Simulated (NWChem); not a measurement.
# BPH6 (SMILES [BH3-][PH3+]) at BP86/MINI

What is the electronic atomisation energy of BPH6 at BP86/MINI? 

Program for the calculation: NWChem 7.3.0.

### 1 The structure to begin with

BPH6 has 8 atoms, charge 0, and is taken as a singlet. As SMILES, `[BH3-][PH3+]`. The shape is that of a PBE0-D4/def2-TZVP optimisation.

Bond lengths: B1–P2 1.910 Å, B1–H3 1.209 Å, B1–H4 1.209 Å, B1–H5 1.209 Å, P2–H6 1.408 Å, P2–H7 1.409 Å, P2–H8 1.408 Å. Some angles: B1–P2–H6 118.0°, B1–P2–H7 118.1°, B1–P2–H8 118.0°, P2–B1–H3 103.8°, P2–B1–H4 103.8°, P2–B1–H5 103.8°, H6–P2–H7 99.7°, H6–P2–H8 99.7°, H7–P2–H8 99.7°, H3–B1–H4 114.5°.

### 2 A single-point energy at BP86/MINI (run 1)

Contents of bh6p.nw:

```
start bh6p
title "BH6P BP86"
memory total 2200 mb

geometry units angstroms noautosym nocenter noautoz
   B       -0.556100       0.227200      -0.914000
   P        0.433900      -0.181600       0.667700
   H       -1.693400       0.343100      -0.520100
   H       -0.367800      -0.730200      -1.628000
   H       -0.055500       1.254200      -1.309900
   H        0.418800       0.755700       1.718800
   H        1.823100      -0.380300       0.547100
   H        0.089200      -1.345200       1.382600
end

basis spherical bse
   * library MINI
end

dft
   xc becke88 perdew86
   grid fine
   convergence energy 1e-08
   iterations 100
   mulliken
   noprint "final vectors analysis"
end

task dft
```

Started as:

```sh
$ nwchem bh6p.nw > bh6p.out
```

Output:

```text
[...]
          Wavefunction type:  closed shell.
          No. of atoms     :     8
          No. of electrons :    26
[...]
          Charge           :     0
          Spin multiplicity:     1
[...]
          AO basis - number of functions:    20
[...]
              XC Information
              --------------
                    Becke 1988 Exchange Functional  1.000
                Perdew 1981 Correlation Functional  1.000 local
                Perdew 1986 Correlation Functional  1.000 non-local
[...]
 d= 0,ls=0.0,diis     1   -367.6297800260 -4.27D+02  5.73D-02  1.51D-01     0.3
[...]
 d= 0,ls=0.0,diis     8   -367.6595694186 -5.55D-11  5.72D-08  3.08D-13     1.5
         Total DFT energy =     -367.659569418609
      One electron energy =     -619.932997820594
           Coulomb energy =      221.745945300124
    Exchange-Corr. energy =      -29.017038367333
 Nuclear repulsion energy =       59.544521469194
[...]
      Total Density - Mulliken Population Analysis
     ---------------------------------------------
    Atom       Charge   Shell Charges
 -----------   ------   -------------------------------------------------------
    1 B    5     5.66   1.99  1.08  2.59
    2 P   15    14.91   2.00  2.00  1.60  5.94  3.37
    3 H    1     0.93   0.93
    4 H    1     0.93   0.93
    5 H    1     0.93   0.93
    6 H    1     0.88   0.88
    7 H    1     0.88   0.88
    8 H    1     0.88   0.88
[...]
```

Wall time 2.1 s (1 thread of Intel Xeon 6975P-C (Granite Rapids), shared host); peak memory 0.11 GiB.

### 3 The B atom (run 2)

Contents of b.nw:

```
start b
memory 2200 mb

geometry units angstroms noautosym nocenter noautoz
  B        0.000000       0.000000       0.000000
end

basis spherical bse
  * library MINI
end

dft
  xc becke88 perdew86
  mult 2
  grid fine
  convergence energy 1e-08
  iterations 100
  mulliken
  noprint "final vectors analysis"
end

task dft
```

Run the same way, it converges to -24.48432 Eh (log not shown).

Run 3 isn't shown in full; the table further down has it.

### 4 The P atom (run 4)

Contents of p.nw:

```
start p
memory 2200 mb
geometry noautosym nocenter noautoz
  P     0.000000    0.000000    0.000000
end
basis spherical bse
  P library MINI
end
dft
  xc becke88 perdew86
  mult 4
  grid fine
  convergence energy 1e-08
  maxiter 100
  mulliken
  print low
end
task dft energy
```

Run the same way, it converges to -339.54075 Eh (log not shown).

### 5 Overview of the runs

| run | level | partner | energy (Eh) | wall time |
| --- | --- | --- | --- | --- |
| 1 | BP86/MINI | base | -367.659569 | 2.1 s |
| 2 | UBP86/MINI | atoms | -24.484320 | 0.64 s |
| 3 | UBP86/MINI | atoms | -0.496558 | 0.58 s |
| 4 | UBP86/MINI | atoms | -339.540745 | 0.68 s |

### 6 Outcome

At BP86/MINI:

| quantity | value |
| --- | --- |
| P atom: total energy | -339.54075 Eh |
| P atom: ⟨S²⟩ | 3.750 |
| electronic atomisation energy | 17.828 eV |

What this shows: Taking the molecule apart into free atoms costs 17.83 eV (411 kcal/mol), before zero-point energy and without spin-orbit coupling. In a minimal basis such a difference can be off by several eV, whatever the method. In runs 1, 2, 3, 4 the basis is minimal, so the values are rough. All runs together took 4 s, the longest 2.1 s.
